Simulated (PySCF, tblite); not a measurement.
# C₇H₁₂N radical: geometry, infrared bands and EPR parameters

Aim: predict the infrared bands and EPR parameters of C₇H₁₂N radical (`C/C=[C]\[C@@H]1CCN1C`).

Computed with tblite 0.8.0 and PySCF 2.14.0, with density-fitted response routines of our own, on a single molecule in the gas phase. Atoms are numbered from 0 throughout.

## (1) The starting structure

20 atoms, charge 0, multiplicity 2; geometry from: force field or distance geometry start.

Bonds of the start (Å): C0–C1 1.49, C1–C2 1.29, C2–C3 1.45, C3–C4 1.54, C4–C5 1.54, C5–N6 1.49, N6–C7 1.46, N6–C3 1.48, C0–H8 1.09, C0–H9 1.08, C0–H10 1.10, C1–H11 1.10, C3–H12 1.12, C4–H13 1.11, C4–H14 1.08, C5–H15 1.08, C5–H16 1.09, C7–H17 1.08, C7–H18 1.10, C7–H19 1.09.

## (2) Geometry optimisation with GFN2-xTB

What the job is given:

```
{"job": {"kind": "relax", "xc": "GFN2-xTB", "basis": "xTB"}, "charge": 0, "multiplicity": 2}
C      3.119700     0.471000    -0.365600
C      2.301400    -0.701100     0.058600
C      1.014600    -0.733600     0.129700
C     -0.438300    -0.728600     0.177600
C     -1.170500    -1.105300    -1.119100
C     -2.101100     0.074500    -0.776900
N     -0.968400     0.647300     0.002600
C     -1.436300     1.186100     1.280900
H      3.788800     0.780100     0.442000
H      3.713100     0.211400    -1.232900
H      2.474200     1.324400    -0.631100
H      2.851700    -1.601900     0.352500
H     -0.839800    -1.281100     1.063100
H     -0.588000    -0.954800    -2.050300
H     -1.645700    -2.080000    -1.153600
H     -2.419900     0.685800    -1.611700
H     -2.980100    -0.217800    -0.193500
H     -0.591800     1.426100     1.918000
H     -2.093800     0.498600     1.838000
H     -1.995200     2.109600     1.109400
```

Launch:

```
$ OMP_NUM_THREADS=1 python probes_run.py task.json out
```

One launch serves the whole session: the jobs run in the order shown.

**Question.** This job is followed by: GFN2-xTB harmonic vibrations, gas phase; UKS B3LYP, pcH-1 on C H N, non-relativistic, mean-field spin-orbit, GIAO. What will the session give for the following? strongest single infrared mode (GFN2-xTB); zero-point energy (GFN2-xTB); g(iso) (B3LYP); ⟨S²⟩; largest a(iso) (averaged by class); surface potential, 1st and 99th percentile.

The runs gave:

| quantity | value |
| --- | --- |
| strongest single infrared mode (GFN2-xTB) | 2825 cm⁻¹, 139 km/mol |
| zero-point energy (GFN2-xTB) | 107.3 kcal/mol |
| g(iso) (B3LYP) | 2.00223 |
| ⟨S²⟩ | 0.758 (exact 0.75) |
| largest a(iso) (averaged by class) | 13C on C2, 238.7 MHz |
| surface potential, 1st and 99th percentile | -0.85 V and 0.65 V |

In words: The optimisation took 96 steps and gained 0.419 eV; among the close pairs (by a distance rule), N6–C7 changed most, from 1.464 to 1.435 Å. No mode is imaginary among the 54: a minimum at this level. The strongest single mode, at 2825 cm⁻¹, moves mainly H18. Unscaled tight-binding wavenumbers are off by several per cent, some by more. Its intensities can rank the bands wrongly. Most of the unpaired spin sits on C2 (0.99 e). The isotropic g lies 0.1 ppt below the free-electron value.
